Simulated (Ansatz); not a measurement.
# TaAl5N6: the cost of one run

Computed with Ansatz 0.2.0 (DFT PBE, scalar-relativistic, plane waves, PAW, unless a step's input says otherwise).

## (1) The system as given

The structure is tetragonal, space group P4/mmm (No. 123). Conventional cell: a = 3.329 Å, b = 3.329 Å, c = 14.125 Å, α = 90.00°, β = 90.00°, γ = 90.00°. Ta (site symmetry 4/mmm) has 6 N at 2.35 Å as nearest neighbours. Al (site symmetry 4mm) has 6 N at 2.35 Å as nearest neighbours. Al (site symmetry 4/mmm) has 6 N at 2.35 Å as nearest neighbours. Around N (site symmetry 4/mmm) lie 4 Ta at 2.35 Å and 2 Al at 2.35 Å. Around N (site symmetry 4mm) lie 5 Al at 2.35 Å and 1 Ta at 2.35 Å. Around N (site symmetry 4mm) lie 6 Al at 2.35 Å. N (site symmetry 4/mmm) is surrounded by 6 Al at 2.35 Å.

Structure file:

```cif
data_structure
_symmetry_space_group_name_H-M 'P 1'
_symmetry_Int_Tables_number 1
_cell_length_a 3.3293
_cell_length_b 3.3293
_cell_length_c 14.1250
_cell_angle_alpha 90.000
_cell_angle_beta 90.000
_cell_angle_gamma 90.000
_cell_volume 156.57
loop_
_atom_site_label
_atom_site_type_symbol
_atom_site_fract_x
_atom_site_fract_y
_atom_site_fract_z
_atom_site_occupancy
Ta1 Ta 0.50000 0.50000 0.00000 1
Al1 Al 0.00000 0.00000 0.83333 1
Al2 Al 0.00000 0.00000 0.16667 1
Al3 Al 0.50000 0.50000 0.33333 1
Al4 Al 0.00000 0.00000 0.50000 1
Al5 Al 0.50000 0.50000 0.66667 1
N1 N 0.00000 0.00000 0.00000 1
N2 N 0.50000 0.50000 0.16667 1
N3 N 0.00000 0.00000 0.33333 1
N4 N 0.50000 0.50000 0.50000 1
N5 N 0.00000 0.00000 0.66667 1
N6 N 0.50000 0.50000 0.83333 1
```

The start is an ordering of an alloy on its end members' structure types: elements ordered on the sites of the AlN type, Ta/Al on Al (P4/mmm, No. 123).

## (2) Probe: one point on a coarse mesh

input.yaml

```yaml
crystal:
  lattice:
    - [3.32930494, 0.0, 0.0]
    - [0.0, 3.32930494, 0.0]
    - [0.0, 0.0, 14.12504459]
  atoms:
    - { symbol: Ta, position: [0.5, 0.5, 0.0] }
    - { symbol: Al, position: [0.0, 0.0, 0.83333333] }
    - { symbol: Al, position: [0.0, 0.0, 0.16666667] }
    - { symbol: Al, position: [0.5, 0.5, 0.33333333] }
    - { symbol: Al, position: [0.0, 0.0, 0.5] }
    - { symbol: Al, position: [0.5, 0.5, 0.66666667] }
    - { symbol: "N", position: [0.0, 0.0, 0.0] }
    - { symbol: "N", position: [0.5, 0.5, 0.16666667] }
    - { symbol: "N", position: [0.0, 0.0, 0.33333333] }
    - { symbol: "N", position: [0.5, 0.5, 0.5] }
    - { symbol: "N", position: [0.0, 0.0, 0.66666667] }
    - { symbol: "N", position: [0.5, 0.5, 0.83333333] }
basis:
  ecutwfc: 420
kpoints:
  mp_grid: { grid: [6, 6, 2] }
hamiltonian:
  xc: pbe
scf:
  occupations: { method: gaussian, width: 0.1 }
  lower_state_search: "off"
output:
  forces: true
  stress: true
  eigenvalues: true
```

Run with:

```bash
> ansatz run input.yaml --threads 1 --pin off --max-ram 2560MiB --backend cpu --events-out ev --progress --plain --runs-dir out
```

Q: Estimate wall time and peak memory on 1 thread of Arm Neoverse V2, shared host.

About 8.4 s, with a peak of 0.41 GiB.
